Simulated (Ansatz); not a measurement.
Task: an active-space calculation of BrH3Si, SMILES [SiH3]Br, with Ansatz 0.2.0 through its Python package. Give the script and its output. Level of theory (for the species named): Hartree-Fock, def2-SVP basis, multiplicity 1.

Contents of `brh3si.xyz`:
```text
5

Si   -0.09280    0.00020   -0.02830
Br    1.85580   -0.72640    0.50820
H    -1.09170   -0.10020    1.10430
H    -0.59160   -0.71900   -1.19690
H    -0.02980    1.47170   -0.42870
```

The script, `brh3si.py`:
```python
# -*- coding: utf-8 -*-
"""Active-space calculation on BrH3Si."""

import warnings

import ansatz


def main():
    warnings.simplefilter("ignore", ansatz.DeckWarning)

    system = ansatz.Crystal.molecule_from_extxyz("brh3si.xyz")

    calculation = (
        system.calculation()
        .basis(gaussian="def2-SVP")
        .correlation(active_electrons=4, active_orbitals=5)
    )
    for method in [None, "sc_nevpt2"]:
        summary = (calculation if method is None else calculation.correlation(method)).run().report
        space = summary["configurations"]
        state = space["states"][0]
        print(method or "casscf", f"total {summary['free_energy_ev'] / 27.211386246:.6f} Ha, active-space state {state['energy']['hartree']:.6f} Ha, mean field {summary['reference_energy_ev'] / 27.211386246:.6f} Ha")
        print("  determinants", state["n_determinants"], " natural occupations", [round(n, 3) for n in space["natural_occupations"]])


if __name__ == "__main__":
    main()
```

Output of `python brh3si.py`:
```text
casscf total -2862.757595 Ha, active-space state -2862.757595 Ha, mean field -2862.722833 Ha
  determinants 100  natural occupations [1.98, 1.977, 0.021, 0.016, 0.007]
sc_nevpt2 total -2863.057699 Ha, active-space state -2862.757576 Ha, mean field -2862.722833 Ha
  determinants 100  natural occupations [1.98, 1.976, 0.021, 0.016, 0.007]
```

Total energies depend on the basis set; only differences at equal settings carry meaning. The geometry is a force-field or estimated start, not a minimum of this method, and the basis set is short of its limit. The active space starts as a window about the frontier orbitals and is then optimised, not chosen by chemistry. Wall time of the script: 18 s on 1 thread of Arm Neoverse V2, with other jobs on the host, peak memory 0.21 GiB.
